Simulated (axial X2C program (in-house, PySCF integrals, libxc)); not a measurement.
# All-electron X2C curves of ZnLi⁺

Aim: find the lowest determinant of ZnLi⁺, scan the bond at several levels and fit the constants, once spin-free and once with spin–orbit coupling.

Program: an in-house X2C program for linear molecules on PySCF integrals. Level of theory: all-electron X2C, Zn dyall-cv3z, Li dyall-cv3z. These are calculated values, not measurements.

### 1 Input

The input, task.json:

```json
{"zs": [30, 3], "q": 1, "bas": ["dyall-cv3z", "dyall-cv3z"], "levels": ["PBE0", "HF", "TPSSh"], "cc": true, "r0": 2.51, "thr": -2.0, "nmax": 90, "npts": 10, "nst": 2, "ntry": 6}
```

Keys: zs atomic numbers; q charge; bas basis sets; levels methods (HF also brings MP2); cc coupled cluster on or off; r0 starting distance in Å; thr threshold in hartree for freezing inner shells (an s shell follows its p shell); nmax most natural virtual spinors; npts points asked for on the curve; nst determinants followed; ntry starts of the search.

The run is started by

```bash
$ python so2c.py task.json out
```

Spin-free means the one-electron spin-free X2C Hamiltonian; two-component (2c) means X2C with spin–orbit coupling and atomic mean-field two-electron Coulomb and Gaunt terms. Basis: Zn dyall-cv3z contracted to [9s10p6d3f2g], Li dyall-cv3z contracted to [7s8p2d]; Gaussian nuclei, density fitting. Masses: Zn 63.929 u, Li 7.016 u.

Notation: σ, π±, δ± give the projection m of an orbital's angular momentum (0, ±1, ±2), α and β its spin, Λ and M_S the sums; ω is the projection of a spinor's total angular momentum and Ω the sum. Logs are in hartree.

The runs that follow: PBE0, spin-free; HF, spin-free; TPSSh, spin-free; MP2 and beyond, spin-free; PBE0, 2c; HF, 2c; TPSSh, 2c; MP2 and beyond, 2c.

Before running it: what results should come out? Wanted: for each run, Hamiltonian; Re; ωe; De; μ.

As calculated:

Lowest determinant that the search found at its distance (another Ω component may lie lower), spin-free: M_S = 0, Λ = 0 (closed shell).

Lowest determinant that the search found at its distance (another Ω component may lie lower), 2c: Ω = 0 (closed shell).

```tsv
Hamiltonian	level	Re (Å)	ωe (cm⁻¹)	De (eV)	μ (D)
spin-free	PBE0	2.668	257.7	0.654	7.91
spin-free	HF	2.777	242.8	0.628	7.91
spin-free	MP2	2.702	247.5	0.561	n/a
spin-free	CCSD	2.723	246.0	0.568	n/a
spin-free	CCSD(T)	2.718	246.3	0.562	n/a
spin-free	TPSSh	2.659	260.4	0.675	7.84
2c	PBE0	2.668	257.7	0.654	7.91
2c	HF	2.778	242.7	0.628	7.91
2c	MP2	2.702	247.5	0.561	n/a
2c	CCSD	2.724	246.0	0.568	n/a
2c	CCSD(T)	2.718	246.3	0.562	n/a
2c	TPSSh	2.659	260.3	0.675	7.84
```

Dipoles are positive if Li is the positive end and refer to the centre of mass.

What this shows: At CCSD(T), going from spin-free to two-component changes Re by 0 mÅ, ωe by 0.0 %, which is small (part of it comes from the scalar share of the two-electron terms). De moves by 0.00 eV; both De rest on single-determinant atoms, which can miss part of an open shell's spin–orbit lowering.

De refers to Zn + Li+, the ground-state fragments, which need not be this curve's own limit. The state is a single determinant with fixed occupations, the lowest that a limited PBE0 search found. The closed shell is kept restricted; where the fragments are open shells, the energy then runs too high at long range. De is counted from the lowest determinant-based energies of the atoms at the same level, without counterpoise correction. CCSD and (T) use frozen natural virtuals with an MP2 correction for the truncation. The meta-GGAs lack a current-density term, which matters for open shells with orbital currents, atoms included.
